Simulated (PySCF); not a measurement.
# One shape, several levels: AlSiH3F2 (SMILES [F][Al]([F])[SiH3])

Aim: a comparison of 5 runs (HF/STO-3G, HF/3-21G, HF/def2-SVP, B3LYP/cc-pVTZ, B3LYP/pcseg-2) of AlSiH3F2. 

The calculation is run with PySCF 2.14.0.

### Step 1. Starting point

AlSiH3F2: 7 atoms, total charge 0, spin state singlet. As SMILES, `[F][Al]([F])[SiH3]`. The shape is that of a PBE0-D4/def2-TZVP optimisation.

Bond lengths: F1–Al2 1.643 Å, Al2–F3 1.644 Å, Al2–Si4 2.431 Å, Si4–H5 1.488 Å, Si4–H6 1.486 Å, Si4–H7 1.488 Å. Angles: F1–Al2–F3 117.0°, F1–Al2–Si4 122.2°, F3–Al2–Si4 120.8°, Al2–Si4–H5 109.6°, Al2–Si4–H6 111.0°, Al2–Si4–H7 109.7°, H5–Si4–H6 109.1°, H5–Si4–H7 108.4°, H6–Si4–H7 109.1°.

### Step 2. Energy and gradient at HF/STO-3G (run 1)

input.py reads:

```python
import pyscf.grad
from pyscf import gto

system = gto.M(
    atom='''
F      1.132200    -0.635500     2.299300
Al     0.637500    -0.942400     0.762600
F      0.934400    -2.446300     0.169800
Si    -0.483600     0.731300    -0.597700
H      0.313100     0.992200    -1.826700
H     -0.649000     2.003300     0.152200
H     -1.823500     0.229400    -1.005000
''',
    verbose=4,
    spin=0,
    basis='sto-3g',
    max_memory=1860,
)

myscf = system.RHF()
myscf.conv_tol = 1e-10
myscf.kernel()
if not myscf.converged:
    myscf = myscf.newton().run(myscf.mo_coeff, myscf.mo_occ)

e_tot = myscf.e_tot
print('E(%s) = %.9f' % ('HF', e_tot))
grad = myscf.Gradients().kernel()
myscf.analyze()
```

The run is started by

```bash
$ OMP_NUM_THREADS=1 python input.py
```

The program printed:

```text
PySCF version 2.14.0

[... 76 lines left out ...]
Nuclear Repulsion Energy =             196.229480104559059
[... 8 lines left out ...]
MO #3   energy= -25.7664813760596  occ= 2
[... 6 lines left out ...]
MO #10  energy= -2.98381241572097  occ= 2
[... 6 lines left out ...]
MO #17  energy= -0.425919198250549 occ= 2
[... 6 lines left out ...]
MO #24  energy= -0.276993028994852 occ= 2
[... 6 lines left out ...]
MO #31  energy= 0.718405757927987  occ= 0
[... 41 lines left out ...]
Dipole moment(X, Y, Z, Debye): -0.14934,  0.27583, -0.12550
```

Run time: 2.8 s. Hardware: 1 thread of Intel Xeon at 2.70GHz, shared host; peak memory 0.12 GiB.

### Step 3. Energy and forces at HF/3-21G (run 2)

calc.py reads:

```python
import pyscf.grad
from pyscf import gto, scf

mol = gto.Mole()
mol.atom = [
    ('F', (1.132200, -0.635500, 2.299300)),
    ('Al', (0.637500, -0.942400, 0.762600)),
    ('F', (0.934400, -2.446300, 0.169800)),
    ('Si', (-0.483600, 0.731300, -0.597700)),
    ('H', (0.313100, 0.992200, -1.826700)),
    ('H', (-0.649000, 2.003300, 0.152200)),
    ('H', (-1.823500, 0.229400, -1.005000)),
]
mol.basis = '3-21g'
mol.spin = 0
mol.verbose = 4
mol.max_memory = 1860
mol.build()

mf = scf.RHF(mol)
mf.conv_tol = 1e-10
mf.kernel()
if not mf.converged:
    mf = mf.newton().run(mf.mo_coeff, mf.mo_occ)

etot = mf.e_tot
print('Final energy', etot)
grad = mf.Gradients().kernel()
mf.analyze()
```

The run is started by

```bash
$ OMP_NUM_THREADS=1 python calc.py
```

The program printed:

```text
PySCF version 2.14.0

[... 82 lines left out ...]
DFT Exchange-Correlation Energy =      -59.869958418554859
[... 11 lines left out ...]
MO #10  energy= -3.23500832889185  occ= 2
[... 9 lines left out ...]
MO #20  energy= -0.588707582395181 occ= 2
[... 9 lines left out ...]
MO #30  energy= 0.227853051037674  occ= 0
[... 9 lines left out ...]
MO #40  energy= 1.3208355655412    occ= 0
[... 9 lines left out ...]
MO #50  energy= 3.74157859877276   occ= 0
[... 60 lines left out ...]
Dipole moment(X, Y, Z, Debye): -0.82418,  1.26536, -0.96089
```

It took 1.6 s on 1 thread of Intel Xeon at 2.70GHz, shared host; peak memory 0.13 GiB.

Runs 3 to 4 aren't shown in full; the table further down has their settings and results.

### Step 4. Energy and forces at B3LYP/pcseg-2 (run 5)

mol.xyz reads:

```xyz
7
AlF2H3Si
F      1.132200    -0.635500     2.299300
Al     0.637500    -0.942400     0.762600
F      0.934400    -2.446300     0.169800
Si    -0.483600     0.731300    -0.597700
H      0.313100     0.992200    -1.826700
H     -0.649000     2.003300     0.152200
H     -1.823500     0.229400    -1.005000
```

calc.py reads:

```python
from pyscf import gto, dft

system = gto.Mole()
system.atom = 'mol.xyz'
system.basis = 'pcseg-2'
system.max_memory = 1860
system.verbose = 3
system.build()

mf = dft.RKS(system, xc='b3lyp')
mf.conv_tol = 1e-10
mf.grids.level = 5
mf.kernel()
if not mf.converged:
    mf = mf.newton().run(mf.mo_coeff, mf.mo_occ)

energy = mf.e_tot
print(f'total energy: {energy:.8f} hartree')
grad = mf.nuc_grad_method().kernel()
mf.analyze()
```

The run is started by

```bash
$ OMP_NUM_THREADS=1 python calc.py
```

The program printed:

```text
converged SCF energy = -733.731234937316
[... 36 lines left out ...]
MO #25  energy= -0.0609580811026547 occ= 0
[... 28 lines left out ...]
MO #54  energy= 0.625195993585686  occ= 0
[... 28 lines left out ...]
MO #83  energy= 1.68510671162816   occ= 0
[... 28 lines left out ...]
MO #112 energy= 3.15070147027036   occ= 0
[... 28 lines left out ...]
MO #141 energy= 4.48460745506242   occ= 0
[... 28 lines left out ...]
MO #170 energy= 14.6278262123615   occ= 0
[... 8 lines left out ...]
Dipole moment(X, Y, Z, Debye): -0.87079,  1.32537, -1.02777
```

It took 1.9 min on 1 thread of Intel Xeon at 2.70GHz, shared host; peak memory 2.2 GiB.

### Step 5. Overview of the runs

```csv
run,level,integration grid,energy (Eh),dipole moment (D),HOMO energy (eV),LUMO energy (eV),wall time
1,HF/STO-3G,–,-722.523814,0.34,-7.54,9.07,2.8 s
2,HF/3-21G,–,-727.683551,1.79,-11.37,1.48,1.6 s
3,HF/def2-SVP,–,-731.292314,1.71,-11.40,1.51,4.5 s
4,B3LYP/cc-pVTZ,5,-733.705247,1.77,-8.46,-1.63,91 s
5,B3LYP/pcseg-2,5,-733.731235,1.89,-8.52,-1.66,1.9 min
```

### Step 6. Results

| quantity | value |
| --- | --- |
| run 5: total energy | -733.73123 Eh |
| run 5: dipole moment | 1.89 D |
| run 5: HOMO energy | -8.52 eV |
| run 5: LUMO energy | -1.66 eV |
| run 5: HOMO–LUMO gap | 6.86 eV |
| run 5: largest force on an atom | 0.141 eV/Å |

The dipole moment (its size) runs from 0.34 D (HF/STO-3G) to 1.89 D (B3LYP/pcseg-2). The two ends differ in method and basis. The HOMO–LUMO gap runs from 6.83 eV (B3LYP/cc-pVTZ) to 16.60 eV (HF/STO-3G). In run 1 the basis is minimal, so the values are rough. All runs together took 3.6 min, the longest 1.9 min.
